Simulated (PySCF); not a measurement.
# CH9NO3Si4: the cost of one run

The runs use PySCF 2.14.0, with density-fitted response routines of our own; the level of theory stands in each step. All values are computed, except where a source is named. Atoms are numbered from 0 throughout.

## Step 1: The starting structure

18 atoms, charge 0, multiplicity 1; geometry from: GFN2-xTB. The atoms were then displaced at random by about 0.01 Å, so the start is not that level's minimum.

Bonds of the start (Å): N0–C1 1.15, C1–Si2 1.88, Si2–O3 1.59, O3–Si4 1.64, Si4–O5 1.61, O5–Si6 1.62, Si4–O7 1.59, O7–Si8 1.62, Si2–H9 1.44, Si2–H10 1.47, Si4–H11 1.46, Si6–H12 1.44, Si6–H13 1.49, Si6–H14 1.47, Si8–H15 1.48, Si8–H16 1.46, Si8–H17 1.46.

## Step 2: Geometry optimisation at PBE0-D3(BJ)/def2-SVP

Job settings and geometry (Å):

```
{"job": {"xc": "PBE0", "basis": "def2-SVP", "d3": "d3bj", "grid": 1, "shake": 0.01, "kind": "geom"}, "charge": 0, "multiplicity": 1}
N      3.787060     0.118930    -1.031100
C      2.970850    -0.539470    -0.561450
Si     1.670300    -1.660380     0.205580
O      0.872790    -0.805620     1.284290
Si    -0.290860     0.332320     1.492600
O      0.071040     1.621410     0.597240
Si     0.195170     2.236060    -0.899960
O     -1.702590    -0.260400     1.071050
Si    -2.594120    -0.910300    -0.108520
H      0.856900    -2.153350    -0.875500
H      2.361170    -2.666170     1.033330
H     -0.302060     0.702170     2.901520
H      1.107490     3.339560    -0.734430
H     -1.173570     2.697930    -1.260460
H      0.648150     1.199720    -1.833520
H     -2.326810    -0.191490    -1.373660
H     -2.208590    -2.314650    -0.247540
H     -3.969850    -0.734310     0.354800
```

The run is started by

```sh
OMP_NUM_THREADS=1 python probes_run.py task.json out
```

The driver reads the jobs from task.json and runs them one after another.

**Question.** How long does this first job take on 1 thread of Intel Xeon Platinum 8259CL at 2.50GHz, shared host, and how much memory does it need?

About 13 min, with a peak of 0.88 GiB.
